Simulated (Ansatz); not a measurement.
# NbB2: properties at the relaxed cell

Aim: for NbB2, fit an equation of state.

Computed with Ansatz 0.2.0 (DFT r2SCAN, scalar-relativistic, plane waves, PAW, unless a step's input says otherwise).

## 1. Starting point

Symmetry: P6/mmm, No. 191, hexagonal system. Conventional cell: a = 3.102 Å, b = 3.102 Å, c = 3.323 Å, α = 90.00°, β = 90.00°, γ = 120.00°. Nb (site symmetry 6/mmm) has 12 B at 2.44 Å in its first shell of neighbours. Around B (site symmetry -6m2) lie 3 B at 1.79 Å and 6 Nb at 2.44 Å.

Structure file:

```
CELL_PARAMETERS angstrom
3.10214 0.00000 0.00000
-1.55107 2.68653 0.00000
0.00000 0.00000 3.32344
ATOMIC_POSITIONS crystal
Nb 0.00000 0.00000 0.00000
B 0.33333 0.66667 0.50000
B 0.66667 0.33333 0.50000
```

This cell was relaxed beforehand with the same method: volume 9.23 Å³/atom, gap on the mesh none (metal).

## 2. The cell scaled to 0.97 of its volume

The input, input.yaml:

```yaml
crystal:
  lattice:
    - [3.0708057429, 0.0, 0.0]
    - [-1.5354028715, 2.6593957834, 0.0]
    - [0.0, 0.0, 3.2898717395]
  atoms:
    - { symbol: Nb, position: [0.0, 0.0, 0.0] }
    - { symbol: B, position: [0.3333333333, 0.6666666667, 0.5] }
    - { symbol: B, position: [0.6666666667, 0.3333333333, 0.5] }
basis:
  ecutwfc: 500
kpoints:
  mp_grid: { grid: [18, 18, 14] }
hamiltonian:
  xc: r2scan
scf:
  occupations: { method: gaussian, width: 0.1 }
output:
  forces: true
  stress: true
  eigenvalues: true
relax:
  adjacent_minimum: "off"
  f_tol: 0.01
  max_steps: 30
  cell: { stress_tol: 0.1, fix: [volume] }
```

Run with:

```console
$ ansatz run input.yaml --threads 1 --pin off --max-ram 2560MiB --backend cpu --events-out ev --progress --plain --runs-dir out
```

The program printed, shortened:

```text
Warning: RAYON_NUM_THREADS=1 ignored (pool sized by the plan → 1); use --threads N
[...]
Pseudopotentials: kind: paw
Pseudopotential: Nb, paw, valence charge 13, recommended cutoff 500 eV (meta_gga), Nb.paw.azcp
Pseudopotential: B, paw, valence charge 3, recommended cutoff 500 eV (meta_gga), B.paw.azcp
Functional definition: r2SCAN
[...]
Crystal: 3 atoms, lattice volume = 26.867 Å³
Basis set: ecut = 500 eV, 695 PW (Γ), exchange–correlation on 96×96×96 points (64 copies of the dense FFT grid, shifted against one another)
Bands: 14, of which v1, the nominal top of the filled ones, is band 10 counted from 1 (9 counted from 0)
Symmetry: 24 space group operations
Space group: P6/mmm (ITA 191), of the structure as read, at distance tolerance 3.0e-5 Å
k-points: 296 of 4536
[...]
SCF iter   1: F=—  HF=-4878.935488 eV  |F-HF|=—  |Δ(HF+E_count)|=         —  Δρ=7.31e-3  dr2=6.74e-3  dr2_τ=2.91e-1  ethr=1.77e-3  ⟨swp⟩=5.5  Hψ=23512  notcnv=0
[...]
relax step   1: F+E_penalty+E_count = -4878.97652873 eV  Δ(F+E_penalty+E_count) = +0.000e0 eV  max|allowed force component| = 1.110e-16 eV/Å  Δτ_max = 0.0000 Å  P = +9.606 GPa  Ω = 26.867 Å³  fix = [volume]  reactions: volume +9.606 GPa  (7 SCF iters, dr2 threshold 1.00e-7 eV, accepted)
[...]
SCF converged after 5 iterations
Free energy (F): -4878.976697 eV
[...]
E sigma→0 (E₀):  -4878.973663 eV
Entropy (-TS):   -0.006069 eV (-2.023 meV/atom)
Fermi energy:    19.204784 eV
[...]
--- Forces (eV/Å), atoms counted from 1 ---
  atom   1  Nb    -0.00000000     0.00000000     0.00000000
  atom   2  B     -0.00000000    -0.00000000    -0.00000000
  atom   3  B      0.00000000     0.00000000     0.00000000
[...]
--- Stress (GPa, compression-positive) ---
        9.587000      -0.000000       0.000000
        0.000000       9.587000      -0.000000
        0.000000      -0.000000       9.470474
  P = ⅓ Tr σ = 9.5482 GPa (95.482 kbar)
--- Band table (eV; the first three rows and the last of 296) ---
  k-point 0: bands = ["-38.4648", "-13.9444", "-13.4452", "-13.4452", "3.7175", "14.4962", "14.4962", "14.5920", "15.7288", "20.5665", "20.5665", "22.6297", "22.6297", "23.6770"]
[...]
--- Relaxed structure (2 steps of the walk, 2 accepted, 1 SCFs on fresh bases) ---
  F+E_penalty+E_count = -4878.97669726 eV   max|allowed force component| = 2.282e-16 eV/Å   (the final SCF, on the basis selected at the relaxed cell)
  cell:  # Å, volume = 26.8667 Å³
    - [3.073718310949105, 2.8894894405458818e-11, 2.303747395265798e-34]
    - [-1.5368591554995763, 2.6619181413448745, 1.1282448945551768e-34]
    - [2.4680927695047608e-34, 2.820677450862584e-34, 3.283639915621079]
  atoms:
    - { symbol: Nb, position: [2.8952452536782456e-35, 1.6093295881282615e-35, 5.147557589468029e-85] }
    - { symbol: B, position: [0.33333333333333337, 0.6666666666666666, 0.5] }
    - { symbol: B, position: [0.6666666666666667, 0.33333333333333337, 0.5] }
```

Run time: 38 s. Hardware: 1 thread of Arm Neoverse V1, shared host; peak memory 0.45 GiB.

Step by step:

```csv
step,energy from step 1 (eV/cell),largest force component (eV/Å),pressure (GPa),volume (Å³)
1,0.0000,0.0000,9.61,26.87
2,-0.0002,0.0000,9.55,26.87
3,-0.0002,0.0000,9.55,26.87
```

Step 1 is the start. Step 3 repeats the geometry before it on a plane-wave basis chosen anew for that cell, so its energy need not be comparable with the rows above.

|  | before | after | change |
| --- | --- | --- | --- |
| a (Å) | 3.071 | 3.074 | +0.1 % |
| b (Å) | 3.071 | 3.074 | +0.1 % |
| c (Å) | 3.290 | 3.284 | -0.2 % |
| volume (Å³/atom) | 8.96 | 8.96 | 0.0 % |
| shortest distance (Å) | 1.773 | 1.775 | +0.1 % |
| space group (0.01 Å) | P6/mmm | P6/mmm | same |

Forces and stress were held to the start's 24 operations: a distortion of lower symmetry was not tested.

## 3. The cell scaled to 1.03 of its volume

Edit input.yaml of step 2 so:

```diff
@@ -2,5 +2,5 @@
   lattice:
-    - [3.0708057429, 0.0, 0.0]
-    - [-1.5354028715, 2.6593957834, 0.0]
-    - [0.0, 0.0, 3.2898717395]
+    - [3.1328589411, 0.0, 0.0]
+    - [-1.5664294706, 2.7131354295, 0.0]
+    - [0.0, 0.0, 3.3563517061]
   atoms:
```

Run with:

```console
$ ansatz run input.yaml --threads 1 --pin off --max-ram 2560MiB --backend cpu --events-out ev --progress --plain --runs-dir out
```

The program printed, shortened:

```text
Warning: RAYON_NUM_THREADS=1 ignored (pool sized by the plan → 1); use --threads N
[...]
[... 4 set-up lines as earlier in the session ...]
[...]
Crystal: 3 atoms, lattice volume = 28.529 Å³
Basis set: ecut = 500 eV, 721 PW (Γ), exchange–correlation on 96×96×100 points (64 copies of the dense FFT grid, shifted against one another)
Bands: 14, of which v1, the nominal top of the filled ones, is band 10 counted from 1 (9 counted from 0)
[... 1 set-up line as earlier in the session ...]
Space group: P6/mmm (ITA 191), of the structure as read, at distance tolerance 3.1e-5 Å
k-points: 296 of 4536
[...]
        0.000000      -8.220452       0.000000
       -0.000000       0.000000      -8.134508
  P = ⅓ Tr σ = -8.1918 GPa (-81.918 kbar)
--- Band table (eV; the first three rows and the last of 296) ---
  k-point 0: bands = ["-39.7375", "-15.1937", "-14.7518", "-14.7518", "2.9318", "13.6151", "13.6151", "13.6902", "14.5596", "19.2400", "19.2400", "21.1481", "21.1481", "22.2913"]
[...]
--- Relaxed structure (2 steps of the walk, 2 accepted, 1 SCFs on fresh bases) ---
  F+E_penalty+E_count = -4878.97907879 eV   max|allowed force component| = 2.591e-16 eV/Å   (the final SCF, on the basis selected at the relaxed cell)
  cell:  # Å, volume = 28.5286 Å³
    - [3.129403755733451, 2.883579350187757e-11, 2.6328541660005965e-34]
    - [-1.564701877891698, 2.710143151149183, -4.613826109431845e-35]
    - [2.820677450858878e-34, 1.0577540440720792e-34, 3.363767316430079]
  atoms:
    - { symbol: Nb, position: [6.541878987961614e-35, 7.887266286079329e-36, -1.3324297761566105e-35] }
    - { symbol: B, position: [0.33333333333333326, 0.6666666666666666, 0.5] }
    - { symbol: B, position: [0.6666666666666666, 0.3333333333333333, 0.5] }
```

Wall time 44 s (1 thread of Arm Neoverse V1, shared host); peak memory 0.48 GiB.

The steps of the relaxation:

| step | E - E(step 1) (eV/cell) | largest force component (eV/Å) | pressure (GPa) | volume (Å³) |
| --- | --- | --- | --- | --- |
| 1 | 0.0000 | 0.0000 | -8.26 | 28.53 |
| 2 | -0.0002 | 0.0000 | -8.19 | 28.53 |
| 3 | -0.0002 | 0.0000 | -8.19 | 28.53 |

Step 1 is the start. Step 3 repeats the geometry before it on a plane-wave basis chosen anew for that cell, so its energy need not be comparable with the rows above.

|  | before | after | change |
| --- | --- | --- | --- |
| a (Å) | 3.133 | 3.129 | -0.1 % |
| b (Å) | 3.133 | 3.129 | -0.1 % |
| c (Å) | 3.356 | 3.364 | +0.2 % |
| volume (Å³/atom) | 9.51 | 9.51 | 0.0 % |
| shortest distance (Å) | 1.809 | 1.807 | -0.1 % |
| space group (0.01 Å) | P6/mmm | P6/mmm | same |

The run keeps the 24 symmetry operations of the start, so it could not have lowered the symmetry.

## 4. The cell scaled to 0.94 of its volume

Edit input.yaml of step 3 so:

```diff
@@ -2,5 +2,5 @@
   lattice:
-    - [3.1328589411, 0.0, 0.0]
-    - [-1.5664294706, 2.7131354295, 0.0]
-    - [0.0, 0.0, 3.3563517061]
+    - [3.0416980833, 0.0, 0.0]
+    - [-1.5208490417, 2.6341878108, 0.0]
+    - [0.0, 0.0, 3.2494328456]
   atoms:
```

Run with:

```console
$ ansatz run input.yaml --threads 1 --pin off --max-ram 2560MiB --backend cpu --events-out ev --progress --plain --runs-dir out
```

The program printed, shortened:

```text
[...]
relax step   5: F+E_penalty+E_count = -4878.89916981 eV  Δ(F+E_penalty+E_count) = -6.470e-7 eV  max|allowed force component| = 1.480e-16 eV/Å  Δτ_max = 0.0000 Å  P = +20.641 GPa  Ω = 26.036 Å³  fix = [volume]  reactions: volume +20.641 GPa  stress off target by 2.55e-4 GPa on what of the [...]
SCF converged after 3 iterations
Free energy (F): -4878.899170 eV
[...]
E sigma→0 (E₀):  -4878.896199 eV
Entropy (-TS):   -0.005942 eV (-1.981 meV/atom)
Fermi energy:    19.852869 eV
[...]
--- Forces (eV/Å), atoms counted from 1 ---
  atom   1  Nb    -0.00000000     0.00000000     0.00000000
  atom   2  B     -0.00000000    -0.00000000     0.00000000
  atom   3  B      0.00000000     0.00000000     0.00000000
[...]
--- Stress (GPa, compression-positive) ---
       20.640502       0.000000       0.000000
        0.000000      20.640502       0.000000
        0.000000       0.000000      20.640884
  P = ⅓ Tr σ = 20.6406 GPa (206.406 kbar)
--- Band table (eV; the first three rows and the last of 296) ---
  k-point 0: bands = ["-37.7795", "-13.2703", "-12.7388", "-12.7388", "4.1556", "14.9705", "14.9705", "15.0784", "16.3722", "21.2867", "21.2867", "23.4366", "23.4366", "24.3784"]
[...]
--- Relaxed structure (3 steps of the walk, 3 accepted, 2 SCFs on fresh bases) ---
  F+E_penalty+E_count = -4878.89916981 eV   max|allowed force component| = 1.480e-16 eV/Å   (the final SCF, on the basis selected at the relaxed cell)
  cell:  # Å, volume = 26.0358 Å³
    - [3.0451561243981327, 2.8900268163111207e-11, 0.0]
    - [-1.522578062224095, 2.637182562204099, 0.0]
    - [0.0, 0.0, 3.242057005598485]
  atoms:
    - { symbol: Nb, position: [-2.3355495709672947e-35, -4.671099141857805e-35, 0.0] }
    - { symbol: B, position: [0.33333333333333337, 0.6666666666666667, 0.5] }
    - { symbol: B, position: [0.6666666666666666, 0.3333333333333333, 0.5] }
```

Run time: 63 s. Hardware: 1 thread of Arm Neoverse V1, shared host; peak memory 0.46 GiB.

## 5. Volume × 1.06

Edit input.yaml of step 4 so:

```diff
@@ -2,5 +2,5 @@
   lattice:
-    - [3.0416980833, 0.0, 0.0]
-    - [-1.5208490417, 2.6341878108, 0.0]
-    - [0.0, 0.0, 3.2494328456]
+    - [3.1594960225, 0.0, 0.0]
+    - [-1.5797480113, 2.7362038186, 0.0]
+    - [0.0, 0.0, 3.3961132172]
   atoms:
```

Run with:

```console
$ ansatz run input.yaml --threads 1 --pin off --max-ram 2560MiB --backend cpu --events-out ev --progress --plain --runs-dir out
```

The program printed, shortened:

```text
[...]
relax step   3: F+E_penalty+E_count = -4878.91793377 eV  Δ(F+E_penalty+E_count) = -5.228e-6 eV  max|allowed force component| = 1.789e-16 eV/Å  Δτ_max = 0.0000 Å  P = -15.226 GPa  Ω = 29.359 Å³  fix = [volume]  reactions: volume -15.226 GPa  stress off target by 6.18e-2 GPa on what of the [...]
SCF converged after 4 iterations
Free energy (F): -4878.917934 eV
[...]
E sigma→0 (E₀):  -4878.914710 eV
Entropy (-TS):   -0.006448 eV (-2.149 meV/atom)
Fermi energy:    17.451349 eV
[...]
--- Forces (eV/Å), atoms counted from 1 ---
  atom   1  Nb    -0.00000000    -0.00000000     0.00000000
  atom   2  B      0.00000000    -0.00000000    -0.00000000
  atom   3  B     -0.00000000     0.00000000     0.00000000
[...]
--- Stress (GPa, compression-positive) ---
      -15.256432       0.000000       0.000000
        0.000000     -15.256432      -0.000000
        0.000000      -0.000000     -15.163659
  P = ⅓ Tr σ = -15.2255 GPa (-152.255 kbar)
--- Band table (eV; the first three rows and the last of 296) ---
  k-point 0: bands = ["-40.3309", "-15.7766", "-15.3575", "-15.3575", "2.5765", "13.2125", "13.2125", "13.2679", "14.0161", "18.6277", "18.6277", "20.4566", "20.4566", "21.6520"]
[...]
--- Relaxed structure (2 steps of the walk, 2 accepted, 1 SCFs on fresh bases) ---
  F+E_penalty+E_count = -4878.91793377 eV   max|allowed force component| = 1.789e-16 eV/Å   (the final SCF, on the basis selected at the relaxed cell)
  cell:  # Å, volume = 29.3595 Å³
    - [3.155414693736967, 2.8830253755908194e-11, 7.561747441612225e-20]
    - [-1.577707346893451, 2.7326692842364917, -3.780873720865832e-20]
    - [8.128052780854371e-20, 1.413454764312854e-33, 3.404904212844331]
  atoms:
    - { symbol: Nb, position: [-2.4790848518296554e-36, -1.1731155474644237e-35, 1.8111358157653425e-71] }
    - { symbol: B, position: [0.3333333333333333, 0.6666666666666667, 0.5] }
    - { symbol: B, position: [0.6666666666666666, 0.33333333333333337, 0.5] }
```

Run time: 45 s. Hardware: 1 thread of Arm Neoverse V1, shared host; peak memory 0.45 GiB.

## 6. Point at V/V0 = 0.91

Edit input.yaml of step 5 so:

```diff
@@ -2,5 +2,5 @@
   lattice:
-    - [3.1594960225, 0.0, 0.0]
-    - [-1.5797480113, 2.7362038186, 0.0]
-    - [0.0, 0.0, 3.3961132172]
+    - [3.0124099723, 0.0, 0.0]
+    - [-1.5062049862, 2.6088235626, 0.0]
+    - [0.0, 0.0, 3.2071934756]
   atoms:
```

Run with:

```console
$ ansatz run input.yaml --threads 1 --pin off --max-ram 2560MiB --backend cpu --events-out ev --progress --plain --runs-dir out
```

The program printed, shortened:

```text
[...]
relax step   3: F+E_penalty+E_count = -4878.75944125 eV  Δ(F+E_penalty+E_count) = +1.878e-7 eV  max|allowed force component| = 1.357e-16 eV/Å  Δτ_max = 0.0000 Å  P = +33.580 GPa  Ω = 25.205 Å³  fix = [volume]  reactions: volume +33.580 GPa  stress off target by 9.31e-2 GPa on what of the [...]
SCF converged after 4 iterations
Free energy (F): -4878.759441 eV
[...]
E sigma→0 (E₀):  -4878.756563 eV
Entropy (-TS):   -0.005756 eV (-1.919 meV/atom)
Fermi energy:    20.535047 eV
[...]
--- Forces (eV/Å), atoms counted from 1 ---
  atom   1  Nb    -0.00000000     0.00000000     0.00000000
  atom   2  B     -0.00000000     0.00000000     0.00000000
  atom   3  B      0.00000000    -0.00000000    -0.00000000
[...]
--- Stress (GPa, compression-positive) ---
       33.626546       0.000000      -0.000000
        0.000000      33.626546      -0.000000
       -0.000000      -0.000000      33.486965
  P = ⅓ Tr σ = 33.5800 GPa (335.800 kbar)
--- Band table (eV; the first three rows and the last of 296) ---
  k-point 0: bands = ["-37.0609", "-12.5643", "-11.9931", "-11.9931", "4.6260", "15.4804", "15.4804", "15.5881", "17.0451", "22.0491", "22.0491", "24.2789", "24.2789", "25.1305"]
[...]
--- Relaxed structure (2 steps of the walk, 2 accepted, 1 SCFs on fresh bases) ---
  F+E_penalty+E_count = -4878.75944125 eV   max|allowed force component| = 1.357e-16 eV/Å   (the final SCF, on the basis selected at the relaxed cell)
  cell:  # Å, volume = 25.2048 Å³
    - [3.0146997297323566, 2.8889523097813942e-11, -4.2336851541198054e-20]
    - [-1.5073498648911974, 2.6108065507158575, 2.1168425770950723e-20]
    - [-4.5074367463126394e-20, 4.213415864625881e-34, 3.2023234010178814]
  atoms:
    - { symbol: Nb, position: [-1.3255662908570463e-35, -1.2303949131041447e-35, 0.0] }
    - { symbol: B, position: [0.3333333333333332, 0.6666666666666665, 0.5] }
    - { symbol: B, position: [0.6666666666666665, 0.33333333333333326, 0.5] }
```

It took 40 s on 1 thread of Arm Neoverse V1, shared host; peak memory 0.45 GiB.

## 7. Volume × 1.10

Edit input.yaml of step 6 so:

```diff
@@ -2,5 +2,5 @@
   lattice:
-    - [3.0124099723, 0.0, 0.0]
-    - [-1.5062049862, 2.6088235626, 0.0]
-    - [0.0, 0.0, 3.2071934756]
+    - [3.1946164002, 0.0, 0.0]
+    - [-1.5973082001, 2.7666189579, 0.0]
+    - [0.0, 0.0, 3.4472054849]
   atoms:
```

Run with:

```console
$ ansatz run input.yaml --threads 1 --pin off --max-ram 2560MiB --backend cpu --events-out ev --progress --plain --runs-dir out
```

The program printed, shortened:

```text
[...]
relax step   3: F+E_penalty+E_count = -4878.78466294 eV  Δ(F+E_penalty+E_count) = -6.074e-6 eV  max|allowed force component| = 3.639e-16 eV/Å  Δτ_max = 0.0000 Å  P = -23.074 GPa  Ω = 30.467 Å³  fix = [volume]  reactions: volume -23.074 GPa  stress off target by 9.93e-2 GPa on what of the [...]
SCF converged after 5 iterations
Free energy (F): -4878.784663 eV
[...]
E sigma→0 (E₀):  -4878.781306 eV
Entropy (-TS):   -0.006715 eV (-2.238 meV/atom)
Fermi energy:    16.749831 eV
[...]
--- Forces (eV/Å), atoms counted from 1 ---
  atom   1  Nb     0.00000000    -0.00000000     0.00000000
  atom   2  B      0.00000000    -0.00000000    -0.00000000
  atom   3  B      0.00000000     0.00000000     0.00000000
[...]
--- Stress (GPa, compression-positive) ---
      -23.123437       0.000000       0.000000
       -0.000000     -23.123437      -0.000000
        0.000000      -0.000000     -22.974497
  P = ⅓ Tr σ = -23.0738 GPa (-230.738 kbar)
--- Band table (eV; the first three rows and the last of 296) ---
  k-point 0: bands = ["-41.0810", "-16.5133", "-16.1206", "-16.1206", "2.1369", "12.7080", "12.7080", "12.7317", "13.3326", "17.8587", "17.8587", "19.5840", "19.5840", "20.8473"]
[...]
--- Relaxed structure (2 steps of the walk, 2 accepted, 1 SCFs on fresh bases) ---
  F+E_penalty+E_count = -4878.78466294 eV   max|allowed force component| = 3.639e-16 eV/Å   (the final SCF, on the basis selected at the relaxed cell)
  cell:  # Å, volume = 30.4674 Å³
    - [3.1886528088365633, 0.0, 4.924787154101343e-34]
    - [-1.5943264044182817, 2.7614543363010693, -1.3250627014018629e-34]
    - [5.314175839258978e-34, 1.4171135571357274e-34, 3.460111843878598]
  atoms:
    - { symbol: Nb, position: [3.4528896526694215e-35, 1.546958358188207e-35, -5.494785509931089e-35] }
    - { symbol: B, position: [0.33333333333333326, 0.6666666666666665, 0.5] }
    - { symbol: B, position: [0.6666666666666666, 0.33333333333333326, 0.5] }
```

Run time: 54 s. Hardware: 1 thread of Arm Neoverse V1, shared host; peak memory 0.49 GiB.

## 8. The cell scaled to 0.88 of its volume

Edit input.yaml of step 7 so:

```diff
@@ -2,5 +2,5 @@
   lattice:
-    - [3.1946164002, 0.0, 0.0]
-    - [-1.5973082001, 2.7666189579, 0.0]
-    - [0.0, 0.0, 3.4472054849]
+    - [2.9812002933, 0.0, 0.0]
+    - [-1.4906001467, 2.5817951878, 0.0]
+    - [0.0, 0.0, 3.1667390846]
   atoms:
```

Run with:

```console
$ ansatz run input.yaml --threads 1 --pin off --max-ram 2560MiB --backend cpu --events-out ev --progress --plain --runs-dir out
```

The program printed, shortened:

```text
Warning: RAYON_NUM_THREADS=1 ignored (pool sized by the plan → 1); use --threads N
[...]
[... 4 set-up lines as earlier in the session ...]
[...]
Crystal: 3 atoms, lattice volume = 24.374 Å³
Basis set: ecut = 500 eV, 635 PW (Γ), exchange–correlation on 96×96×96 points (64 copies of the dense FFT grid, shifted against one another)
Bands: 14, of which v1, the nominal top of the filled ones, is band 10 counted from 1 (9 counted from 0)
[... 1 set-up line as earlier in the session ...]
Space group: P6/mmm (ITA 191), of the structure as read, at distance tolerance 2.9e-5 Å
k-points: 296 of 4536
[...]
       -0.000000      48.655801      -0.000000
       -0.000000      -0.000000      48.655731
  P = ⅓ Tr σ = 48.6558 GPa (486.558 kbar)
--- Band table (eV; the first three rows and the last of 296) ---
  k-point 0: bands = ["-36.3036", "-11.8184", "-11.2044", "-11.2044", "5.1357", "16.0164", "16.0164", "16.1274", "17.7688", "22.8580", "22.8580", "25.1767", "25.1767", "25.9265"]
[...]
--- Relaxed structure (3 steps of the walk, 3 accepted, 1 SCFs on fresh bases) ---
  F+E_penalty+E_count = -4878.54722267 eV   max|allowed force component| = 2.282e-16 eV/Å   (the final SCF, on the basis selected at the relaxed cell)
  cell:  # Å, volume = 24.3739 Å³
    - [2.983937698395267, 2.8894079253594824e-11, -5.06057159773805e-20]
    - [-1.4919688492226564, 2.5841658501059226, 2.5302857989114622e-20]
    - [-5.3755227063705306e-20, 0.0, 3.160931542821755]
  atoms:
    - { symbol: Nb, position: [-1.532277131973964e-35, -1.036063090041876e-36, -3.622271631530685e-71] }
    - { symbol: B, position: [0.33333333333333337, 0.6666666666666667, 0.5] }
    - { symbol: B, position: [0.6666666666666667, 0.3333333333333334, 0.5] }
```

Run time: 50 s. Hardware: 1 thread of Arm Neoverse V1, shared host; peak memory 0.45 GiB.

Step by step:

| step | E - E(step 1) (eV/cell) | largest force component (eV/Å) | pressure (GPa) | volume (Å³) |
| --- | --- | --- | --- | --- |
| 1 | 0.0000 | 0.0000 | 48.70 | 24.37 |
| 2 | -0.0001 | 0.0000 | 48.66 | 24.37 |
| 3 | -0.0001 | 0.0000 | 48.66 | 24.37 |
| 4 | -0.0001 | 0.0000 | 48.66 | 24.37 |

Step 1 is the start. Step 4 repeats the geometry before it on a plane-wave basis chosen anew for that cell, so its energy need not be comparable with the rows above.

|  | before | after | change |
| --- | --- | --- | --- |
| a (Å) | 2.981 | 2.984 | +0.1 % |
| b (Å) | 2.981 | 2.984 | +0.1 % |
| c (Å) | 3.167 | 3.161 | -0.2 % |
| volume (Å³/atom) | 8.12 | 8.12 | 0.0 % |
| shortest distance (Å) | 1.721 | 1.723 | +0.1 % |
| space group (0.01 Å) | P6/mmm | P6/mmm | same |

Forces and stress were held to the start's 24 operations: a distortion of lower symmetry was not tested.

## 9. Fit of the equation of state

```tsv
volume (Å³/atom)	energy above the lowest point (meV/atom)	pressure (GPa)	gap on the mesh (eV)
8.125	151.1	48.66	0.00
8.402	80.4	33.58	0.00
8.679	33.8	20.64	0.00
8.956	8.0	9.55	0.00
9.233	0.0	0.00	0.00
9.510	7.3	-8.19	0.00
9.786	27.7	-15.23	0.00
10.156	72.1	-23.07	0.00
```

## 10. Results

| quantity | value |
| --- | --- |
| equilibrium volume of the fit | 9.23 Å³/atom |
| bulk modulus | 294 GPa |
| its pressure derivative | 4.0 |

In words: The fit puts the minimum at 9.23 Å³/atom with B = 294 GPa and B' = 4.0.
